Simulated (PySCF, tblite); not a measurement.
# C7H4N3 radical: geometry, infrared bands and EPR parameters

What infrared bands and EPR parameters should C7H4N3 radical (`[H]/N=[C]/c1ccnc(C#N)c1`) show?

Programs: tblite 0.8.0 and PySCF 2.14.0, with density-fitted response routines of our own. Each step states its level of theory. These are calculated values for one molecule in the gas phase, unless marked as measured. Atoms are numbered from 0 throughout.

### Step 1. Starting geometry

14 atoms, charge 0, multiplicity 2; geometry from: force field or distance geometry start.

Bonds of the start (Å): N0–C1 1.14, C1–C2 1.44, C2–C3 1.37, C3–C4 1.39, C4–C5 1.48, C5–N6 1.29, C4–C7 1.38, C7–C8 1.40, C8–N9 1.36, N9–C2 1.35, C3–H10 1.08, N6–H11 1.05, C7–H12 1.08, C8–H13 1.08.

### Step 2. Relaxing the molecule with GFN2-xTB

The job: settings as JSON, then the geometry in Å.

```
{"job": {"kind": "relax", "xc": "GFN2-xTB", "basis": "xTB"}, "charge": 0, "multiplicity": 2}
N     -3.343200    -1.809300    -1.069400
C     -2.510400    -1.103300    -0.737900
C     -1.424600    -0.249500    -0.316600
C     -0.150800    -0.651100    -0.601000
C      0.918100     0.149400    -0.204300
C      2.261900    -0.358600    -0.540300
N      2.707100    -1.322900     0.199500
C      0.738100     1.361500     0.435800
C     -0.588500     1.718200     0.681600
N     -1.626900     0.926600     0.310900
H      0.058400    -1.591400    -1.093700
H      2.142800    -1.731800     0.989000
H      1.554300     1.994700     0.741500
H     -0.737100     2.666900     1.182600
```

Command:

```bash
$ OMP_NUM_THREADS=1 python probes_run.py task.json out
```

This one command runs all jobs of the session in turn.

**Question.** This job is followed by: GFN2-xTB harmonic vibrations, gas phase; UKS B3LYP, pcH-1 on C H N, non-relativistic, mean-field spin-orbit, GIAO. What will the session give for the following? strongest single infrared mode (GFN2-xTB); zero-point energy (GFN2-xTB); g(iso) (B3LYP); ⟨S²⟩; largest a(iso); potential on the surface of density 0.002 e/bohr³, 1st and 99th percentile.

The runs gave:

```
                                                                  quantity                  value
                                 strongest single infrared mode (GFN2-xTB)  2139 cm⁻¹, 731 km/mol
                                              zero-point energy (GFN2-xTB)          57.5 kcal/mol
                                                            g(iso) (B3LYP)                2.00221
                                                                      ⟨S²⟩     0.772 (exact 0.75)
                                                            largest a(iso)   1H on H11, 136.0 MHz
potential on the surface of density 0.002 e/bohr³, 1st and 99th percentile     -1.86 V and 2.57 V
```

**Reading.** Relaxing lowered the energy by 1.483 eV in 66 steps; the close pair that moved most is C4–C5, from 1.475 to 1.348 Å. All 36 modes are real, so the xTB geometry is a minimum. The strongest single mode, at 2139 cm⁻¹, moves mainly C5. GFN2-xTB is a fitted tight-binding method: band positions and strengths are rough. Its intensities can rank the bands wrongly. The largest spin populations lie on C5 (0.38 e), C7 (0.27 e). The isotropic g lies 0.1 ppt below the free-electron value. The conformer search found further structures of the same energy, which may be mirror or relabelled copies of this one.
